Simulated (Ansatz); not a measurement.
# BGaH₄OS₂: how energies converge with the basis set

How large a basis does BGaH₄OS₂ need? Two functionals are run in growing sets.

Program: Ansatz 0.2.0, Gaussian basis. Level of theory: one geometry, several basis sets. These are calculated values, not measurements.

Plan: PBE0-D4/def2-SVP; ωB97M-V/def2-SVP; PBE0-D4/def2-QZVPP; ωB97M-V/def2-QZVPP; the functionals' def2-TZVPP values are taken from earlier runs.

## 1. The relaxed structure

An earlier PBE0-D4 in a triple-zeta def2 set relaxation fixed the geometry.

SMILES `OBS[S][GaH2]`, 9 atoms, charge 0, spin multiplicity 1.

Atoms are counted from 1 here; the program's logs count them from 0.

Bond lengths: O1–B2 1.329 Å, O1–H6 0.979 Å, B2–S3 1.855 Å, B2–H7 1.192 Å, S3–S4 2.094 Å, S4–Ga5 2.295 Å, Ga5–H8 1.553 Å, Ga5–H9 1.556 Å. Angles: B2–O1–H6 110.8°, O1–B2–S3 120.8°, O1–B2–H7 122.7°, S3–B2–H7 116.5°, B2–S3–S4 101.1°, S3–S4–Ga5 69.3°, S4–Ga5–H8 114.7°, S4–Ga5–H9 113.3°, H8–Ga5–H9 131.5°.

## 2. PBE0-D4 in def2-SVP

File in.yaml:

```yaml
crystal:
  periodic: [false, false, false]
  atoms:
    - {symbol: O, position_ang: [1.083962, 1.622554, -0.336570]}
    - {symbol: B, position_ang: [1.518503, 0.371556, -0.220833]}
    - {symbol: S, position_ang: [0.494575, -1.049036, -0.831456]}
    - {symbol: S, position_ang: [-1.238622, -0.054898, -1.458055]}
    - {symbol: Ga, position_ang: [-1.453078, -0.773090, 0.710938]}
    - {symbol: H, position_ang: [0.193410, 1.645075, -0.742897]}
    - {symbol: H, position_ang: [2.578512, 0.098294, 0.250065]}
    - {symbol: H, position_ang: [-2.117292, -2.168051, 0.869617]}
    - {symbol: H, position_ang: [-1.059970, 0.307596, 1.759181]}
basis:
  gaussian: {orbitals: def2-SVP}
hamiltonian: {xc: pbe0, dispersion: d4}
output: {orbitals: {seedname: orbitals}}
```

Command:

```console
> ansatz run in.yaml --threads 4 --pin off --events-out ev --progress --plain --max-ram 10444MiB
```

The runs that follow: ωB97M-V in def2-SVP; PBE0-D4 in def2-QZVPP; ωB97M-V in def2-QZVPP.

Before running them: what should the planned runs give, taken together? Wanted: PBE0-D4: double and triple zeta above quadruple; ωB97M-V: double and triple zeta above quadruple.

The runs gave:

| quantity | value |
| --- | --- |
| PBE0-D4: double and triple zeta above quadruple | 19.55, 2.00 eV |
| ωB97M-V: double and triple zeta above quadruple | 19.46, 1.92 eV |

What this shows: PBE0-D4 gains 17.56 eV from double to triple zeta, then 2.00 eV more. Total energies overstate the basis error of differences, where much of it tends to cancel.
